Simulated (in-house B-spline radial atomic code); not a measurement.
# Cs⁶⁺: ionisation energy by several methods

The task here is to estimate one member of a computed series from the others.

Method: scalar-relativistic (X2C), several functionals, spin-polarised, exact exchange averaged over the configuration; spherical all-electron atom at the radial basis limit. Code: in-house B-spline radial atomic code version 1.

### Starting point

| Property | Result |
| --- | --- |
| element | caesium (Z = 55) |
| charge | +6 |
| electrons | 49 |
| configuration | [Kr] 4d10 5s2 5p1 |
| nucleus | Fermi, rms radius 4.804 fm |

Outer shells as boxes (Hund's rule):

[Kr] 4d10 5s2 5p1
```
[Kr] core
4d [↑↓][↑↓][↑↓][↑↓][↑↓]
5s [↑↓]
5p [↑ ][  ][  ]
```

Where spins are not typed, each open shell is filled with up spins first.

The first run:

Settings, as recorded:

```ini
Z = 55
electrons = 49.0
configuration = [Kr] 4d10 5s2 5p1
hamiltonian = x2c
method = bhandhlyp
spin_polarised = True
nucleus = fermi
rms_radius = 4.8041
mass_number = 133
atomic_mass = 132.905451958
speed_of_light = 137.035999084
exact_exchange = averaged over the configuration
```

Command:

```
$ python run_scf.py task.json out
```

One command runs all members of the session, one after another, from task.json.

Steps of the session up to this table: BHandHLYP, a global hybrid; CAM-B3LYP, a range-separated hybrid; B97-1, a global hybrid; PBE0, a global hybrid; LC-ωPBE, a range-separated hybrid.

One table of the session follows, with a row left open; its other results are not shown here.

| method | ΔSCF (eV) |
| --- | --- |
| BHandHLYP | 81.695 |
| B97-1 | 81.476 |
| PBE0 | ? |
| CAM-B3LYP | 81.960 |
| LC-ωPBE | 81.821 |

**Question.** Estimate the row for PBE0.

As computed: ΔSCF (eV): 81.623. In the column «ΔSCF (eV)» it lies between B97-1 (81.476) and BHandHLYP (81.695).
